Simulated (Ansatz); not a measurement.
# NiSi2: the cost of one run

Program: Ansatz 0.2.0. Level of theory: DFT LDA, scalar-relativistic, plane waves, PAW. These are calculated values, not measurements.

The COD entry's cell or inner coordinates are ideal or old and differ from later refinements, so a difference from it is no clean test against experiment.

3 further runs of the same task are left out: 3 set aside as unsound or not needed.

## 1. The starting structure

Symmetry: Fm-3m, No. 225, cubic system. Conventional cell: a = 5.395 Å, b = 5.395 Å, c = 5.395 Å, α = 90.00°, β = 90.00°, γ = 90.00°. Si (site symmetry -43m) is surrounded by 4 Ni at 2.34 Å. Around Ni (site symmetry m-3m) lie 8 Si at 2.34 Å.

As a file:

```xyz
3
Lattice="0.0000 2.6975 2.6975 2.6975 0.0000 2.6975 2.6975 2.6975 0.0000" Properties=species:S:1:pos:R:3 pbc="T T T"
Si    1.3488    1.3488    1.3488
Si    4.0463    4.0463    4.0463
Ni    0.0000    0.0000    0.0000
```

The cell is the deposited one, not relaxed. An earlier run on this cell at LDA gave -4.11 GPa at 13.086 Å³/atom (12×12×12 mesh), metallic, no moment left. The cell is stretched at this level.

## 2. Bands on a fine mesh, Fermi surface

The input, input.yaml:

```yaml
crystal:
  lattice:
    - [0.0, 2.6975011173, 2.6975011173]
    - [2.6975011173, 0.0, 2.6975011173]
    - [2.6975011173, 2.6975011173, 0.0]
  atoms:
    - { symbol: Si, position: [0.25, 0.25, 0.25] }
    - { symbol: Si, position: [0.75, 0.75, 0.75] }
    - { symbol: Ni, position: [0.0, 0.0, 0.0] }
basis:
  ecutwfc: 420
  ecutrho_ratio: 4
kpoints:
  mp_grid: { grid: [12, 12, 12] }
hamiltonian:
  xc: lda
scf:
  occupations: { method: gaussian, width: 0.05 }
output:
  forces: true
  stress: true
  eigenvalues: true
  eigenstates:
    nscf_kmesh: { grid: [20, 20, 20] }
    de_dk: true
    e_range: [-2.5, 2.5]
  write_density: true
  write_potential: true
  elf: true
  volumetric_format: npy
```

Launch:

```
$ ansatz run input.yaml --threads 4 --pin off --max-ram 9216MiB --backend cpu --events-out ev --progress --plain --runs-dir out
```

Q: Estimate wall time and peak memory on 4 threads of Arm Neoverse V1, shared host.

About 2.8 s, with a peak of 0.41 GiB.
